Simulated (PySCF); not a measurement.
**One shape, several levels: C5H5NO (pyridine-n-oxide)**

Wanted: a comparison of 6 runs (HF/STO-3G, HF/def2-SVP, CAM-B3LYP/3-21G, PBE/cc-pVDZ, PBE0/def2-SVP, CCSD(T)/6-31G**) of C5H5NO (pyridine-n-oxide). Input form: a Python script.

The calculation is run with PySCF 2.14.0.

**1. The system as given**

C5H5NO: 12 atoms, total charge 0, spin state singlet. As SMILES, `[O-][n+]1ccccc1`. The shape is that of a GFN2-xTB optimisation.

Bond lengths: O1–N2 1.253 Å, N2–C3 1.355 Å, C3–C4 1.374 Å, C4–C5 1.387 Å, C5–C6 1.387 Å, N2–C7 1.355 Å, C6–C7 1.374 Å, C3–H8 1.079 Å, C4–H9 1.079 Å, C5–H10 1.077 Å, C6–H11 1.079 Å, C7–H12 1.079 Å. Some angles: O1–N2–C3 120.8°, O1–N2–C7 120.9°, C3–N2–C7 118.3°, N2–C3–C4 121.8°, C3–C4–C5 120.1°, C4–C5–C6 117.8°, C5–C6–C7 120.1°, N2–C7–C6 121.9°, N2–C3–H8 115.1°, C4–C3–H8 123.1°.

**2. Energy and gradient at HF/STO-3G (run 1)**

Contents of calc.py:

```python
import pyscf.grad
from pyscf import gto, scf

system = gto.M(
    atom='''
O       -0.234500      -2.592850       0.129280
N       -0.122410      -1.346860       0.067000
C       -0.053840      -0.598690       1.194750
C        0.069850       0.768900       1.150600
C        0.128430       1.423670      -0.071010
C        0.058190       0.652190      -1.221570
C       -0.065290      -0.713370      -1.128980
H       -0.103810      -1.156630       2.117020
H        0.120520       1.319780       2.076490
H        0.225960       2.495200      -0.124040
H        0.100300       1.108280      -2.198190
H       -0.123400      -1.359610      -1.991340
''',
    max_memory=1860,
    verbose=3,
    spin=0,
    charge=0,
    basis='sto-3g',
)

myscf = scf.RHF(system)
myscf.conv_tol = 1e-10
myscf.kernel()
if not myscf.converged:
    myscf = myscf.newton().run(myscf.mo_coeff, myscf.mo_occ)

e_final = myscf.e_tot
print(f'total energy: {e_final:.8f} hartree')
grad = myscf.Gradients().kernel()
myscf.analyze()
```

Started as:

```bash
$ OMP_NUM_THREADS=1 python calc.py
```

Output:

```text
converged SCF energy = -317.372373902922
total energy: -317.37237390 hartree
--------------- RHF gradients ---------------
         x                y                z
0 O     0.0088681255     0.0978873990    -0.0048461492
1 N    -0.0029964898    -0.0322133214     0.0012143260
2 C    -0.0032355567    -0.0363258591    -0.0461763613
3 C     0.0001877715     0.0020328949     0.0059531906
4 C    -0.0002168861    -0.0020965241     0.0001667478
5 C     0.0000509124     0.0017107665    -0.0061895604
6 C    -0.0028309551    -0.0316971354     0.0501389689
7 H     0.0002364798     0.0027108891    -0.0002471570
8 H    -0.0001131878    -0.0013162432    -0.0040967616
9 H    -0.0001917178    -0.0023779613     0.0001288468
10 H    -0.0000189342    -0.0009374319     0.0040555357
11 H     0.0002604382     0.0026225270    -0.0001016262
----------------------------------------------
**** MO energy ****
MO #1   energy= -20.1658724551781  occ= 2
MO #2   energy= -15.5738337407424  occ= 2
MO #3   energy= -11.0781476268775  occ= 2
MO #4   energy= -11.07794956951    occ= 2
MO #5   energy= -11.0701684226614  occ= 2
MO #6   energy= -11.0701058672825  occ= 2
MO #7   energy= -11.0410064832216  occ= 2
MO #8   energy= -1.40081320439827  occ= 2
MO #9   energy= -1.14587184043087  occ= 2
MO #10  energy= -1.01417826051223  occ= 2
MO #11  energy= -1.00933802151105  occ= 2
MO #12  energy= -0.846178309815605 occ= 2
MO #13  energy= -0.81086368138826  occ= 2
MO #14  energy= -0.679927429085621 occ= 2
MO #15  energy= -0.643962544724359 occ= 2
MO #16  energy= -0.623799031951454 occ= 2
MO #17  energy= -0.598969656113831 occ= 2
MO #18  energy= -0.570785645808449 occ= 2
MO #19  energy= -0.549269520155256 occ= 2
MO #20  energy= -0.485954193592028 occ= 2
MO #21  energy= -0.471484547482034 occ= 2
MO #22  energy= -0.416610472865608 occ= 2
MO #23  energy= -0.328496230784242 occ= 2
MO #24  energy= -0.301936681028864 occ= 2
MO #25  energy= -0.193780673144331 occ= 2
MO #26  energy= 0.218012882938402  occ= 0
MO #27  energy= 0.238402453360462  occ= 0
MO #28  energy= 0.457983589410801  occ= 0
MO #29  energy= 0.561720801821214  occ= 0
MO #30  energy= 0.609677034719404  occ= 0
MO #31  energy= 0.631973064780522  occ= 0
MO #32  energy= 0.671654299579933  occ= 0
MO #33  energy= 0.7058277653018    occ= 0
MO #34  energy= 0.710951072096802  occ= 0
MO #35  energy= 0.831057517109119  occ= 0
MO #36  energy= 0.851706515380483  occ= 0
MO #37  energy= 0.872874088539575  occ= 0
MO #38  energy= 0.905600650626816  occ= 0
MO #39  energy= 1.05105864301105   occ= 0
MO #40  energy= 1.11431155348282   occ= 0
 ** Mulliken atomic charges  **
charge of    0O =     -0.29774
charge of    1N =      0.18605
charge of    2C =     -0.03052
charge of    3C =     -0.01224
charge of    4C =     -0.06836
charge of    5C =     -0.01218
charge of    6C =     -0.03068
charge of    7H =      0.05871
charge of    8H =      0.05291
charge of    9H =      0.04249
charge of   10H =      0.05292
charge of   11H =      0.05864
Dipole moment(X, Y, Z, Debye):  0.26769,  2.95548, -0.14672
```

It took 3.9 s on 1 thread of Intel Xeon at 2.70GHz, shared host; peak memory 0.12 GiB.

**3. Energy and gradient at HF/def2-SVP (run 2)**

Contents of input.py:

```python
from pyscf import gto

mol = gto.M(
    atom=[
    ('O', (-0.234500, -2.592850, 0.129280)),
    ('N', (-0.122410, -1.346860, 0.067000)),
    ('C', (-0.053840, -0.598690, 1.194750)),
    ('C', (0.069850, 0.768900, 1.150600)),
    ('C', (0.128430, 1.423670, -0.071010)),
    ('C', (0.058190, 0.652190, -1.221570)),
    ('C', (-0.065290, -0.713370, -1.128980)),
    ('H', (-0.103810, -1.156630, 2.117020)),
    ('H', (0.120520, 1.319780, 2.076490)),
    ('H', (0.225960, 2.495200, -0.124040)),
    ('H', (0.100300, 1.108280, -2.198190)),
    ('H', (-0.123400, -1.359610, -1.991340)),
],
    verbose=4,
    max_memory=1860,
    basis='def2-svp',
    charge=0,
)

calc0 = mol.RHF()
calc0.conv_tol = 1e-10
calc0.kernel()
if not calc0.converged:
    calc0 = calc0.newton().run(calc0.mo_coeff, calc0.mo_occ)

etot = calc0.e_tot
print('E(%s) = %.9f' % ('HF', etot))
grad = calc0.nuc_grad_method().kernel()
calc0.analyze()
```

Started as:

```bash
$ OMP_NUM_THREADS=1 python input.py
```

Output:

```text
PySCF version 2.14.0

[... 88 lines left out ...]
Total Energy =                        -321.228185236734191
[... 17 lines left out ...]
MO #11  energy= -1.06686282084056  occ= 2
[... 15 lines left out ...]
MO #27  energy= 0.104127164596898  occ= 0
[... 15 lines left out ...]
MO #43  energy= 0.641254956521153  occ= 0
[... 15 lines left out ...]
MO #59  energy= 0.984933760005866  occ= 0
[... 15 lines left out ...]
MO #75  energy= 1.57941793602599   occ= 0
[... 15 lines left out ...]
MO #91  energy= 2.2168773482977    occ= 0
[... 15 lines left out ...]
MO #107 energy= 2.90656297012809   occ= 0
[... 15 lines left out ...]
MO #123 energy= 4.25958047277935   occ= 0
[... 138 lines left out ...]
Dipole moment(X, Y, Z, Debye):  0.45448,  5.01052, -0.24961
```

Wall time 20 s (1 thread of Intel Xeon at 2.70GHz, shared host); peak memory 0.34 GiB.

Runs 3 to 5 aren't shown in full; the table further down has their settings and results.

**4. The energy at CCSD(T)/6-31G(d,p) (spherical functions) (run 6)**

Contents of job.py:

```python
from pyscf import gto, cc

mol = gto.Mole()
mol.atom = [
    ('O', (-0.234500, -2.592850, 0.129280)),
    ('N', (-0.122410, -1.346860, 0.067000)),
    ('C', (-0.053840, -0.598690, 1.194750)),
    ('C', (0.069850, 0.768900, 1.150600)),
    ('C', (0.128430, 1.423670, -0.071010)),
    ('C', (0.058190, 0.652190, -1.221570)),
    ('C', (-0.065290, -0.713370, -1.128980)),
    ('H', (-0.103810, -1.156630, 2.117020)),
    ('H', (0.120520, 1.319780, 2.076490)),
    ('H', (0.225960, 2.495200, -0.124040)),
    ('H', (0.100300, 1.108280, -2.198190)),
    ('H', (-0.123400, -1.359610, -1.991340)),
]
mol.basis = '6-31g**'
mol.verbose = 4
mol.max_memory = 1860
mol.charge = 0
mol.build()

mf = mol.RHF()
mf.conv_tol = 1e-10
mf.kernel()
if not mf.converged:
    mf = mf.newton().run(mf.mo_coeff, mf.mo_occ)

mycc = cc.CCSD(mf, frozen=7)
mycc.kernel()
e_t = mycc.ccsd_t()
energy = mycc.e_tot + e_t
print(f'total energy: {energy:.8f} hartree')
mf.analyze()
```

Started as:

```bash
$ OMP_NUM_THREADS=1 python job.py
```

Output:

```text
PySCF version 2.14.0

[... 108 lines left out ...]
Total Energy =                        -321.480575234266610
[... 17 lines left out ...]
MO #11  energy= -1.07076333551484  occ= 2
[... 15 lines left out ...]
MO #27  energy= 0.11621681773942   occ= 0
[... 15 lines left out ...]
MO #43  energy= 0.771882175686407  occ= 0
[... 15 lines left out ...]
MO #59  energy= 1.17120384848375   occ= 0
[... 15 lines left out ...]
MO #75  energy= 1.68368625234826   occ= 0
[... 15 lines left out ...]
MO #91  energy= 2.31814319154877   occ= 0
[... 15 lines left out ...]
MO #107 energy= 2.90549608075706   occ= 0
[... 15 lines left out ...]
MO #123 energy= 4.3597350879294    occ= 0
[... 138 lines left out ...]
Dipole moment(X, Y, Z, Debye):  0.45150,  4.97853, -0.24798
```

Run time: 3.9 min. Hardware: 1 thread of Intel Xeon at 2.70GHz, shared host; peak memory 1.9 GiB.

**5. All runs side by side**

```
run                                  level  integration grid      task  energy (Eh)  dipole moment (D) of the reference  HOMO energy (eV)  LUMO energy (eV)  wall time
  1                              HF/STO-3G                 –  gradient  -317.372374                                2.97             -5.27              5.93      3.9 s
  2                            HF/def2-SVP                 –  gradient  -321.228185                                5.04             -8.62              2.39       20 s
  3                        CAM-B3LYP/3-21G                 5  gradient  -321.475270                                3.56             -6.88              0.54       41 s
  4                            PBE/cc-pVDZ                 5  gradient  -323.089280                                3.28             -5.08             -1.69       83 s
  5                          PBE0/def2-SVP                 5  gradient  -322.842441                                3.82             -6.23             -1.02       70 s
  6  CCSD(T)/6-31G** (spherical functions)                 –    energy  -322.553752                                5.01             -8.47              2.72    3.9 min
```

**6. Summary of results**

| quantity | value |
| --- | --- |
| run 6: total energy | -322.55375 Eh |
| run 6: dipole moment (Hartree–Fock density) | 5.01 D |
| run 6: HOMO energy (Hartree–Fock orbitals) | -8.47 eV |
| run 6: LUMO energy (Hartree–Fock orbitals) | 2.72 eV |
| run 6: HOMO–LUMO gap (Hartree–Fock orbitals) | 11.19 eV |
| run 6: correlation energy (7 core orbitals frozen) | -1073.2 mEh |
| run 6: (T) correction | -45.23 mEh |
| run 6: T1 diagnostic | 0.018 |

In words: Over runs 1, 2, 3, 4, 5 the dipole moment (its size) runs from 2.97 D (HF/STO-3G) to 5.04 D (HF/def2-SVP). Over runs 1, 2, 3, 4, 5 the HOMO–LUMO gap runs from 3.39 eV (PBE/cc-pVDZ) to 11.21 eV (HF/STO-3G). The two ends differ in method and basis. Totals of different functionals can't be ranked against each other. In run 1 the basis is minimal, so the values are rough. All runs together took 7.6 min, the longest 3.9 min.
